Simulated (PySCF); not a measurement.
# HNdO2 (Nd(O)(OH)-): the cost of one run

Computed with PySCF 2.14.0. Level: several levels, as the steps say, no spin–orbit coupling.

1 further run of the same task is left out (for a known fault of the program).

**1. Starting geometry**

4 atoms, charge -1, spin multiplicity 1.

Bond lengths: Nd1–O2 2.042 Å, Nd1–O3 2.345 Å, O3–H4 0.964 Å. Angles: O2–Nd1–O3 114.6°, Nd1–O3–H4 125.5°.

Coordinates:

```
Nd   -0.0140   -0.0501   -0.4673
O     1.4296    0.0358    0.9737
O    -2.2123    0.0184    0.3455
H    -2.4633    0.0844    1.2736
```

Formal oxidation states: Nd +2. Each metal's 4 4f electrons lie in its core potential, so multiplicities, spins and levels count the valence alone. An earlier session relaxed this geometry at PBE0, Nd lcecp-0-SVP with ECP50, O def2-SVP, H def2-SVP (singlet, point group Cs).

At PBE0 on the finer grid: E = -178.562311 Eh, frontier levels not given, since the 4f levels lie in the core, Mulliken charge on Nd1 +0.16 e, largest force component 0.017 eV/Å. The highest filled level lies above zero; it isn't the detachment energy.

Levels to run: TPSS; r2SCAN; PBE0, TZVP. Hardware: 2 threads of Intel Xeon Platinum 8259CL at 2.50GHz (Skylake/Cascade Lake), shared host.

**2. TPSS**

Input file run.py (the lines that set the calculation):

```python
mol = gto.M(atom='''
Nd    -0.01399    -0.05013    -0.46733
O      1.42962     0.03581     0.97373
O     -2.21228     0.01839     0.34554
H     -2.46328     0.08444     1.27361''',
    basis={'Nd': 'lcecp-0-SVP', 'O': 'def2-SVP', 'H': 'def2-SVP'},
    ecp={'Nd': 'lcecp-0-SVP'},
    charge=-1, spin=0)
mf = dft.RKS(mol, xc='TPSS')
mf.grids.atom_grid = (75, 302)  # f atoms: unpruned, at least (60, 302)
mf = mf.density_fit()  # fitting sets: Nd AutoAux, O def2-universal-JKFIT, H def2-universal-JKFIT
mf.conv_tol = 1e-08; mf.max_cycle = 55
mf.kernel(dm0)  # dm0: the density of the relaxed state
```

Launch:

```sh
$ OMP_NUM_THREADS=2 python run.py
```

**Question.** How long does this run take on 2 threads of Intel Xeon Platinum 8259CL at 2.50GHz (Skylake/Cascade Lake), shared host?

About 5.2 s.
